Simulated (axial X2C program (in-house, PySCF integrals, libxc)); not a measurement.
# ReI⁺: Ω levels from open-shell CI on d5 s0 p(π)0

Aim: the spin–orbit levels of ReI⁺ that arise from the configuration d5 s0 p(π)0 of Re, and how they move with the bond.

The runs use an in-house X2C program for linear molecules on PySCF integrals; two-component X2C, average-of-configuration Hartree–Fock and CI in the open shells.

All values are calculated.

### 1 Set-up

The input, task.json:

```json
{"zs": [75, 53], "q": 1, "bas": ["dyall-v3z", "dyall-v3z"], "r0": 2.64, "metal": 0, "shells": [[2, [0, 1, 2], 5], [0, [0], 0], [1, [1], 0]], "fix": 0, "emax": 3.2, "nroots": 4}
```

Keys: zs atomic numbers; q charge; bas basis sets; r0 starting distance in Å; metal index of the metal atom; shells open shells as [l, |m| values, electrons]; fix electron count of the first shell held; emax energy window in eV; nroots roots for each Ω.

On the command line:

```
> python soci.py task.json out
```

Two-component X2C with atomic mean-field Coulomb and Gaunt terms, basis Re dyall-v3z, I dyall-v3z (cores contracted in-house). Orbitals come from Hartree–Fock averaged over the configuration Re d5 s0 p(π)0; CI then distributes these electrons over the d, s, p(π) shells of Re.

### 2 CI at R = 2.552 Å

What does the calculation give? Wanted: lowest level of the model; next level; lowest curve, Re and ωe.

As calculated:

| quantity | value |
| --- | --- |
| lowest level of the model | Ω = 1/2, g∥ = 1.98, 100% d5 |
| next level | Ω = 3/2, 57 cm⁻¹ higher |
| lowest curve, Re and ωe | 2.589 Å, 215.0 cm⁻¹ |

In words: In the lowest level ⟨Sz⟩ = 0.49 and ⟨Lz⟩ = 0.01; its leading determinant has weight 0.12 among 649. From 2.552 to 2.756 Å the gap from the lowest to the fifth level goes from 16422 to 17228 cm⁻¹. Without dynamic correlation distances can be off by several hundredths of an Å, and the wavenumbers are rough. There is no dynamic correlation: spin–orbit spacings and, for f shells, spacings inside one term are the most reliable numbers, splittings between terms come out too wide, and energies between configurations are not reliable, so the lowest level need not be the ground state of the molecule. For d shells the ligand-field splittings (σ, π, δ) and their order can be off by a thousand cm⁻¹ or more. At most 4 roots were kept for each Ω > 0 (twice that for Ω = 0) within 3.2 eV of the lowest, so higher up levels can be missing between those listed; levels with Ω > 0 are doubly degenerate and listed once, Ω = 0 levels singly. Some active spinors are only partly of the character that their shell is named for, so the shell names and counts are nominal. States that fill the shells left empty in the average are placed too high.
